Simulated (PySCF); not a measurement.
# C₈H₇FO: magnetic properties

Wanted: magnetic properties for C₈H₇FO (`C=C1C=C(C(C)=O)C=C1F`).

Computed with PySCF 2.14.0 and routines of our own; the level stands in each step. Atoms count from 0.

## 1. The starting structure

17 atoms, charge 0, multiplicity 1; geometry from: GFN2-xTB.

## 2. Magnetic properties: GIAO B3LYP/pcSseg-1

The job: settings as JSON, then the geometry in Å.

```
{"job": {"kind": "mag", "xc": "B3LYP", "basis": "pcSseg-1", "isotopologues": 0}, "charge": 0, "multiplicity": 1}
C      3.095248     0.634619     0.531559
C      1.843417     0.299367     0.208956
C      0.604105     0.690294     0.863209
C     -0.438977     0.121056     0.205746
C     -1.853781     0.289029     0.577659
C     -2.849434    -0.436274    -0.291230
O     -2.186090     0.968659     1.523585
C      0.077436    -0.672068    -0.914024
C      1.412942    -0.559187    -0.899687
F      2.285004    -1.121317    -1.745489
H      3.935669     0.273850    -0.039076
H      3.305292     1.275940     1.371082
H      0.540897     1.325915     1.725075
H     -2.646553    -1.505012    -0.270150
H     -2.761514    -0.087744    -1.318150
H     -3.857062    -0.250284     0.070317
H     -0.513596    -1.234811    -1.609295
```

With the program's defaults for keys left out, this is: GIAO B3LYP/pcSseg-1 magnetisability, rotational g tensor and spin-rotation constants, non-relativistic, gas phase.

On the command line:

```
$ OMP_NUM_THREADS=1 python excited_run.py task.json out
```

The driver reads the jobs from task.json and runs them one after another.

The log of the run:

```text
coarse grid: 15200 points
cycle   1  E = -483.7561401884  dE =  1.762e+00  |g| = 9.562e-01  |ddm| = 4.197e+00
cycle   2  E = -481.3289442515  dE =  2.427e+00  |g| = 2.668e+00  |ddm| = 3.403e+00
cycle   3  E = -483.7172077601  dE = -2.388e+00  |g| = 8.657e-01  |ddm| = 3.226e+00
cycle   4  E = -483.9179759140  dE = -2.008e-01  |g| = 2.599e-01  |ddm| = 8.505e-01
cycle   5  E = -483.9210905427  dE = -3.115e-03  |g| = 2.315e-01  |ddm| = 4.188e-01
cycle   6  E = -483.9358574471  dE = -1.477e-02  |g| = 5.393e-02  |ddm| = 2.593e-01
cycle   7  E = -483.9364270865  dE = -5.696e-04  |g| = 2.108e-02  |ddm| = 6.960e-02
cycle   8  E = -483.9365181352  dE = -9.105e-05  |g| = 1.038e-02  |ddm| = 2.750e-02
cycle   9  E = -483.9365453985  dE = -2.726e-05  |g| = 2.584e-03  |ddm| = 1.237e-02
cycle  10  E = -483.9365469059  dE = -1.507e-06  |g| = 9.133e-04  |ddm| = 2.945e-03
final grid: 150080 points
cycle  11  E = -484.0315045470  dE = -4.767e-05  |g| = 7.765e-03  |ddm| = 4.568e-02
cycle  12  E = -484.0314833554  dE =  2.119e-05  |g| = 1.302e-02  |ddm| = 1.891e-02
cycle  13  E = -484.0315166773  dE = -3.332e-05  |g| = 2.601e-03  |ddm| = 1.511e-02
cycle  14  E = -484.0315179533  dE = -1.276e-06  |g| = 4.581e-04  |ddm| = 3.373e-03
cycle  15  E = -484.0315179836  dE = -3.023e-08  |g| = 1.966e-04  |ddm| = 6.145e-04
cycle  16  E = -484.0315179905  dE = -6.913e-09  |g| = 8.620e-05  |ddm| = 2.488e-04
cycle  17  E = -484.0315179923  dE = -1.788e-09  |g| = 2.037e-05  |ddm| = 9.188e-05
cycle  18  E = -484.0315179924  dE = -9.936e-11  |g| = 7.038e-06  |ddm| = 2.667e-05
converged SCF energy = -484.0315179924

Magnetisability tensor (1e-30 J/T^2)
     -978.14        4.77      -56.26
        4.77    -1323.73      353.73
      -56.26      353.73    -1106.48
isotropic -1136.12   principal values   -1587.42   -988.37   -832.56
isotropic susceptibility -68.418 1e-6 cm^3/mol

Inertial axes            a          b          c
rot. const./GHz      2.8167     0.8617     0.6626
chi total           -56.804    -52.855    -95.597
chi diamagnetic    -535.555  -1437.749  -1855.234
chi paramagnetic    478.752   1384.894   1759.637
quadrupole/D A       -4.277      5.811     -1.534
g nuclear            0.5757     0.5390     0.5457
g electronic        -0.6335    -0.5607    -0.5477
g total             -0.0578    -0.0217    -0.0020

Spin-rotation constants (kHz, H = +C I.J)
atom  isotope        aa         bb         cc
  9    19F        3.467      1.141      0.104
 10     1H        0.223     -0.067     -0.077
 11     1H       -0.298      0.089     -0.078
 12     1H       -0.200      0.070     -0.081
 13     1H       -0.297     -0.053     -0.013
 14     1H       -0.299     -0.053     -0.012
 15     1H        0.131     -0.097     -0.080
 16     1H       -0.254      0.081     -0.085
  0    13C*       1.158      0.389      0.084
  1    13C*       1.179      0.414      0.108
  2    13C*       1.167      0.327      0.101
  3    13C*       1.325      0.333      0.121
  4    13C*       1.578      0.413      0.148
  5    13C*       0.476      0.135      0.122
  6    17O*      -2.316     -0.787     -0.022
  7    13C*       0.886      0.355      0.108
  8    13C*       1.039      0.419      0.186
* in the singly substituted isotopologue
```

Wall time 81 s (1 thread of Arm Neoverse N1, shared host); peak memory 0.98 GiB.

From this job:

| quantity | value |
| --- | --- |
| magnetisability | -1136·10⁻³⁰ J/T² |
| molar susceptibility | -68.4·10⁻⁶ cm³/mol |
| rotational g (a, b, c) | -0.0578, -0.0217, -0.0020 |

The fields below are evaluated on a grid from the run's orbitals.

Frontier orbitals at B3LYP/pcSseg-1, with the share of their density that lies nearest to each atom:

| orbital | energy (eV) | lies on |
| --- | --- | --- |
| HOMO | -6.48 | C2, C8 about 24 % each; C3, C7 about 15 % each; F9 7 % |
| LUMO | -2.97 | C0 25 %; C2 14 %; C3 11 % |

ELF in a plane through or near 15 of the atoms.

Values, 10 rows by 14 columns:
```
0.00 0.00 0.00 0.00 0.00 0.00 0.00 0.00 0.00 0.00 0.00 0.00 0.00 0.00
0.00 0.00 0.00 0.00 0.00 0.00 0.00 0.00 0.01 0.02 0.00 0.00 0.00 0.00
0.00 0.00 0.00 0.08 0.00 0.41 0.98 0.01 0.74 0.78 0.38 0.00 0.00 0.00
0.00 0.00 0.61 1.00 0.18 0.43 1.00 0.05 0.67 0.62 0.38 0.01 0.00 0.00
0.00 0.00 0.11 0.76 0.68 0.74 0.14 0.45 0.93 0.56 0.70 1.00 0.50 0.00
0.00 0.03 0.98 0.99 0.65 0.47 0.07 0.85 0.32 0.51 0.24 0.85 0.15 0.00
0.00 0.00 0.74 0.36 0.07 0.33 0.85 0.32 0.75 0.12 0.33 0.06 0.00 0.00
0.00 0.00 0.00 0.04 0.86 0.53 0.07 0.92 0.99 0.01 0.01 0.00 0.00 0.00
0.00 0.00 0.00 0.00 0.23 0.56 0.03 0.05 0.10 0.00 0.00 0.00 0.00 0.00
0.00 0.00 0.00 0.00 0.00 0.00 0.00 0.00 0.00 0.00 0.00 0.00 0.00 0.00
```
The map spans 13.1 Å across and 9.9 Å up, centred on the molecule. Atoms in the plane (x, y in Å): C0 (-3.2, 0.4), C1 (-1.9, 0.1), C2 (-0.7, 1.0), C3 (0.4, 0.3), C4 (1.8, 0.9), C5 (2.9, -0.1), O6 (1.9, 2.1), C7 (0.1, -1.1), C8 (-1.3, -1.2), F9 (-2.0, -2.4), H10 (-3.9, -0.4), H11 (-3.5, 1.4), H12 (-0.8, 2.1), H15 (3.8, 0.4), H16 (0.8, -1.9).

On the surface of density 0.002 e/bohr³ the electrostatic potential runs, from the 1st to the 99th percentile, from -1.73 V near O6 to 1.25 V near H11.

## 3. Magnetic properties: GIAO BP86/6-31G

Settings changed since step 2:

```diff
@@ -1,2 +1,2 @@
-{"job": {"kind": "mag", "xc": "B3LYP", "basis": "pcSseg-1", "isotopologues": 0}, "charge": 0, "multiplicity": 1}
+{"job": {"kind": "mag", "xc": "BP86", "basis": "6-31G", "scf": {"diis": false, "max_cycle": 86}}, "charge": 0, "multiplicity": 1}
 C      3.095248     0.634619     0.531559
```

With the program's defaults for keys left out, this is: GIAO BP86/6-31G magnetisability, rotational g tensor and spin-rotation constants, non-relativistic, gas phase.

The log of the run:

```text
final grid: 150080 points
cycle   1  E = -483.7273423498  dE =  1.656e+00  |g| = 1.002e+00  |ddm| = 4.566e+00
cycle   2  E = -480.6964118909  dE =  3.031e+00  |g| = 2.854e+00  |ddm| = 4.089e+00
cycle   3  E = -444.5368300384  dE =  3.616e+01  |g| = 7.380e+00  |ddm| = 2.331e+01
cycle   4  E = -334.4086055649  dE =  1.101e+02  |g| = 1.024e+01  |ddm| = 7.164e+01
cycle   5  E = -164.1444303797  dE =  1.703e+02  |g| = 8.905e+00  |ddm| = 2.483e+02
cycle   6  E = -200.7739867034  dE = -3.663e+01  |g| = 8.371e+00  |ddm| = 2.853e+02
cycle   7  E = -107.0107830570  dE =  9.376e+01  |g| = 8.179e+00  |ddm| = 3.060e+02
cycle   8  E = -200.6145692080  dE = -9.360e+01  |g| = 8.274e+00  |ddm| = 3.266e+02
cycle   9  E = -105.9514814397  dE =  9.466e+01  |g| = 7.767e+00  |ddm| = 3.271e+02
cycle  10  E = -200.7644399187  dE = -9.481e+01  |g| = 8.274e+00  |ddm| = 3.268e+02
[... 66 cycles left out ...]
cycle  77  E = -105.9256980928  dE =  9.484e+01  |g| = 7.766e+00  |ddm| = 3.268e+02
cycle  78  E = -200.7699525214  dE = -9.484e+01  |g| = 8.273e+00  |ddm| = 3.268e+02
cycle  79  E = -105.9256980928  dE =  9.484e+01  |g| = 7.766e+00  |ddm| = 3.268e+02
cycle  80  E = -200.7699525214  dE = -9.484e+01  |g| = 8.273e+00  |ddm| = 3.268e+02
cycle  81  E = -105.9256980928  dE =  9.484e+01  |g| = 7.766e+00  |ddm| = 3.268e+02
cycle  82  E = -200.7699525214  dE = -9.484e+01  |g| = 8.273e+00  |ddm| = 3.268e+02
cycle  83  E = -105.9256980928  dE =  9.484e+01  |g| = 7.766e+00  |ddm| = 3.268e+02
cycle  84  E = -200.7699525214  dE = -9.484e+01  |g| = 8.273e+00  |ddm| = 3.268e+02
cycle  85  E = -105.9256980928  dE =  9.484e+01  |g| = 7.766e+00  |ddm| = 3.268e+02
cycle  86  E = -200.7699525214  dE = -9.484e+01  |g| = 8.273e+00  |ddm| = 3.268e+02
SCF not converged, last energy = -200.7699525214
```

It took 2.6 min on 1 thread of Arm Neoverse N1, shared host; peak memory 0.49 GiB.

**What went wrong.** The SCF swings between two densities 94.84 Eh apart: plain iteration without DIIS overshoots. Cure: turn DIIS on. Numbers printed on the way are no properties of the molecule.

## 4. Summary of results

| quantity | value |
| --- | --- |
| magnetisability (step 2, GIAO B3LYP/pcSseg-1) | -1136·10⁻³⁰ J/T² |
| molar susceptibility (step 2, GIAO B3LYP/pcSseg-1) | -68.4·10⁻⁶ cm³/mol |
| rotational g (a, b, c) (step 2, GIAO B3LYP/pcSseg-1) | -0.0578, -0.0217, -0.0020 |
| surface potential, 1st and 99th percentile | -1.73 V and 1.25 V |
| runs | 1 failed, 0 ended on unsound input |

**Reading.** By nearest atom (B3LYP/pcSseg-1), the HOMO sits on C2, C8 about 24 % each; C3, C7 about 15 % each and the LUMO on C0 25 %; C2 14 %. Vibrational averaging and real surroundings are missing from these values.
